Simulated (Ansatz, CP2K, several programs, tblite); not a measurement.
Energy against volume for a 2-atom cell of CaO from a published structure, at fixed shape and fractional coordinates, computed by several methods (PBE and r2SCAN, where shown, with plane waves in Ansatz); the cell shown is that of r2SCAN. It is cubic, Fm-3m (No. 225); conventional cell a = 4.795 Å, 13.78 Å³ an atom. Ca is surrounded by 6 O at 2.40 Å; O is surrounded by 6 Ca at 2.40 Å. Spin-unpolarised calculation; the starting structure is a published one, and the numbers are computed. Energies count from each curve's lowest point; fits are third-order Birch-Murnaghan.

```yaml
crystal:
  lattice:
    - [0.00000, 2.39755, 2.39755]
    - [2.39755, 0.00000, 2.39755]
    - [2.39755, 2.39755, 0.00000]
  atoms:
    - { symbol: Ca, position: [0.00000, 0.00000, 0.00000] }
    - { symbol: O, position: [0.50000, 0.50000, 0.50000] }
```

GFN2-xTB (tblite), on the shape of the cell shown, as a cluster of 64 atoms at the zone centre:
```
V (Å³/atom)  E (meV/atom)
     12.128          0.00
     12.955        122.59
     13.782        242.81
     14.609        355.82
     15.435        460.41
```
This method closes the gap of a crystal that DFT finds insulating, so its curve rests on a wrong state.
The lowest point is an end point, so the minimum isn't bracketed.

Task: r2SCAN, on the shape of its own relaxed cell, gives

| V (Å³/atom) | E (meV/atom) |
| --- | --- |
| 12.955 | 20.10 |
| 13.368 | 4.73 |
| 13.782 | 0.00 |
| 14.195 | 4.34 |
| 14.609 | 16.41 |

What equilibrium volume and bulk modulus follow?

Result: V₀ = 13.78 Å³ an atom and B₀ = 117 GPa.

PBE/SZV (CP2K), on the shape of the cell shown:
```csv
V (Å³/atom),E (meV/atom)
12.128,671.76
12.955,406.83
13.782,218.93
14.609,87.21
15.435,0.00
```
The lowest point is an end point, so the minimum isn't bracketed.

PBE/DZVP (CP2K), on the shape of the cell shown:

| V (Å³/atom) | E (meV/atom) |
| --- | --- |
| 12.128 | 137.71 |
| 12.955 | 46.30 |
| 13.782 | 5.19 |
| 14.609 | 0.00 |
| 15.435 | 22.86 |

V₀ = 14.31 Å³ an atom and B₀ = 101 GPa.

Task: PBE, on the shape of its own relaxed cell, gives
```tsv
V (Å³/atom)	E (meV/atom)
13.241	18.91
13.663	4.56
14.086	0.00
14.508	3.85
14.931	14.78
```
What equilibrium volume and bulk modulus follow?

Result: V₀ = 14.09 Å³ an atom and B₀ = 105 GPa.
